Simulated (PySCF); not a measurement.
# C2H6O4Si: the cost of one run

The runs use PySCF 2.14.0, with density-fitted response routines of our own; the level of theory stands in each step. All values are computed, except where a source is named. Atoms are numbered from 0 throughout.

## 1. The starting structure

13 atoms, charge 0, multiplicity 1; geometry from: GFN2-xTB.

Bonds of the start (Å): O0–C1 1.20, C1–O2 1.34, C1–C3 1.52, C3–O4 1.38, O4–Si5 1.64, Si5–O6 1.62, O2–H7 0.97, C3–H8 1.10, C3–H9 1.10, Si5–H10 1.46, Si5–H11 1.46, O6–H12 0.95.

## 2. Excited states and response: PBE0/def2-SVPD

The job: settings as JSON, then the geometry in Å.

```
{"job": {"kind": "uv", "xc": "PBE0", "basis": "def2-SVPD", "nstates": 8, "ntriplets": 3}, "charge": 0, "multiplicity": 1}
O      1.355426     0.337768    -1.367997
C      1.616521    -0.071829    -0.273625
O      2.828107    -0.525874     0.069144
C      0.651744    -0.160305     0.893750
O     -0.562774     0.434350     0.632942
Si    -1.753115    -0.090292    -0.361285
O     -2.906453     1.029077    -0.191786
H      3.436444    -0.469223    -0.686194
H      1.110490     0.341332     1.754109
H      0.537620    -1.224735     1.141391
H     -1.315752    -0.219928    -1.743860
H     -2.335974    -1.321444     0.165314
H     -2.666672     1.941591    -0.049632
```

With the program's defaults for keys left out, this is: TDDFT PBE0/def2-SVPD, vertical, gas phase, core orbitals frozen in the response.

Run with:

```bash
> OMP_NUM_THREADS=1 python probes_run.py task.json out
```

The driver reads the jobs from task.json and runs them one after another.

Q: Estimate the wall time and peak memory of this job on 1 thread of Arm Neoverse V2, shared host.

About 33 s, with a peak of 0.81 GiB.
